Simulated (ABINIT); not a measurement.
CsTi:

```
Cs Ti
1.0
     0.00000    3.00960    3.00960
     3.00960    0.00000    3.00960
     3.00960    3.00960    0.00000
Cs Ti
1 1
Direct
  0.00000 0.00000 0.00000
  0.50000 0.50000 0.50000
```

The cell was built by a generator and needn't be a form met in nature.

| Item | Value |
| --- | --- |
| Program | ABINIT 10.8.3 (patched build) |
| Task | relaxation of cell and atoms |
| Functional | PBE |
| Potentials or basis | JTH PAW PBE v2.0 |
| Cutoff | 544 eV |
| k mesh | 8 × 8 × 8 |
| Occupations | fermi-dirac, width 0.05 eV |
| Spin | no spin polarisation |

At the start: pressure 6.0 GPa; volume 27.26 Å³/atom.

Problem. How do energy, volume and symmetry change on relaxing?

Solution. Over 5 steps the energy falls by 251.2 meV/atom and the volume is 50.95 Å³/atom (+86.9 %); space group Fm-3m (No. 225, to 0.05 Å).

Step by step:
| step | energy change (eV) | largest force (eV/Å) | pressure (GPa) | volume (Å³) |
| --- | --- | --- | --- | --- |
| 1 | 0.0000 | 0.0000 | 6.00 | 54.52 |
| 2 | -0.0360 | 0.0000 | 5.47 | 55.53 |
| 3 | -0.3362 | 0.0000 | 2.03 | 69.62 |
| 4 | -0.4599 | 0.0000 | 0.90 | 83.65 |
| 5 | -0.5025 | 0.0000 | -0.02 | 101.90 |

Final structure:
```yaml
crystal:
  lattice:
    - [0.00000, 3.70725, 3.70725]
    - [3.70725, 0.00000, 3.70725]
    - [3.70725, 3.70725, 0.00000]
  atoms:
    - { symbol: Cs, position: [0.00000, 0.00000, 0.00000] }
    - { symbol: Ti, position: [0.50000, 0.50000, 0.50000] }
```

Caveat: the volume moved by over 15 % at a fixed basis, so the end points are rough.
